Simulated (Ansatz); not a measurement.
# GeS: the cost of one run

All numbers are computed with Ansatz 0.2.0, driven from Python. Level of theory: Hartree-Fock/def2-SVP.

### 1 The system

Bond lengths: Ge1–S2 2.145 Å.

The script holds or builds the structure itself.

### 2 Script

run_pa.py

```python
"""Adding a proton to GeS."""

import ansatz as az
import numpy as np

geometry_ang = [
    ("Ge", (0.0, 0.0, 0.0)),
    ("S", (0.0, 0.0, 2.145)),
]
ges = az.Crystal.molecule()
for symbol, xyz in geometry_ang:
    ges = ges.atom(symbol, xyz)

base = (
    ges.calculation()
    .basis(gaussian="def2-SVP")
    .functional("hf")
)
symbols = [site.symbol for site in ges.cartesian_sites]
start = np.array([site.position_ang for site in ges.cartesian_sites], dtype=float)
report = base.relax(force_tolerance=0.01).run(threads=1).report
end = np.array(report["positions_ang"])

# start the new hydrogen opposite the existing bonds
away = sum((end[1] - end[j]) / np.linalg.norm(end[1] - end[j]) for j in [0]) + np.array([0.15, 0.1, -0.2])
proton = end[1] + 1.4 * away / np.linalg.norm(away)
acid = az.Crystal.molecule()
for symbol, place in zip(symbols, end):
    acid = acid.atom(symbol, place.tolist())
acid = acid.atom("H", proton.tolist())
protonated = acid.calculation()
protonated = protonated.basis(gaussian="def2-SVP").functional("hf")
protonated = protonated.charge(1)
protonated = protonated.relax(force_tolerance=0.01, max_steps=80)
after = protonated.run(threads=1).report
xyz = np.array(after["positions_ang"])
reach = np.linalg.norm(xyz[:-1] - xyz[-1], axis=1)
print(f"base {report['free_energy_ev']:.5f} eV, protonated {after['free_energy_ev']:.5f} eV")
print(f"the proton ends {reach.min():.3f} A from {symbols[reach.argmin()]}{reach.argmin()}")
print(f"electronic proton affinity {96.485332 * (report['free_energy_ev'] - after['free_energy_ev']):.1f} kJ/mol")
```

### 3 The calls as engine input

The package turns the script's settings into the engine's input (first run):

```yaml
crystal:
  periodic: [false, false, false]
  atoms:
    - { symbol: Ge, position_ang: [0.0, 0.0, 0.0] }
    - { symbol: S, position_ang: [0.0, 0.0, 2.145] }
basis:
  gaussian:
    orbitals: def2-SVP
hamiltonian:
  xc: hf
relax:
  f_tol: 0.01
```

### 4 Launch

Command:

```sh
$ python run_pa.py
```

What time and memory should one allow on 1 thread of Arm Neoverse V1, shared host?

About 8.7 s, with a peak of 0.17 GiB.
